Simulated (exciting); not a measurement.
## Hf2S: single point with PBEsol

The system is Hf2S.

```
CELL_PARAMETERS angstrom
3.37427 0.00000 0.00000
-1.68714 2.92221 0.00000
0.00000 0.00000 11.71741
ATOMIC_POSITIONS crystal
Hf 0.33333 0.66667 0.10019
Hf 0.66667 0.33333 0.60019
Hf 0.33333 0.66667 0.39981
Hf 0.66667 0.33333 0.89981
S 0.00000 0.00000 0.25000
S 0.00000 0.00000 0.75000
```

The cell comes from a database or a generator and needn't be the stable form of this composition.

```json
{"Program": "exciting (release sodium)", "Task": "single point", "Functional": "PBEsol", "Potentials or basis": "all-electron LAPW+lo, shipped species files, valence relativity iora*", "rgkmax": "7.5", "k mesh": "9 × 9 × 3", "Occupations": "fermi-dirac, width 0.05 eV", "Spin": "no spin polarisation"}
```

The largest force is 0.165 eV/Å, the band gap on the k mesh is none (metal or under the smearing width) and the all electrons inside the program's atomic spheres are Hf 69.14; S 13.63 (radii Hf 2.3, S 1.9 bohr).

Forces in eV/Å, atoms in the order of the input:
```
Hf   0.000  0.000  0.165
Hf   0.000  0.000  0.165
Hf   0.000  0.000 -0.165
Hf   0.000  0.000 -0.165
S    0.000  0.000  0.000
S    0.000  0.000  0.000
```

Levels at points of the mesh, in eV from the Fermi level:
| k point | band 56 | band 57 | band 58 | band 59 | band 60 | band 61 |
| --- | --- | --- | --- | --- | --- | --- |
| (0.00, 0.00, 0.00) | -0.19 | -0.08 | 0.37 | 0.37 | 0.46 | 0.46 |

It took 13 min on 1 thread of Arm Neoverse V2 (shared host), peak memory 0.29 GiB.

Caveat: the log's total energy holds no entropy term; the free energy is that total less TS from the occupations. Spin-orbit coupling is left out, which matters for the levels of Hf.
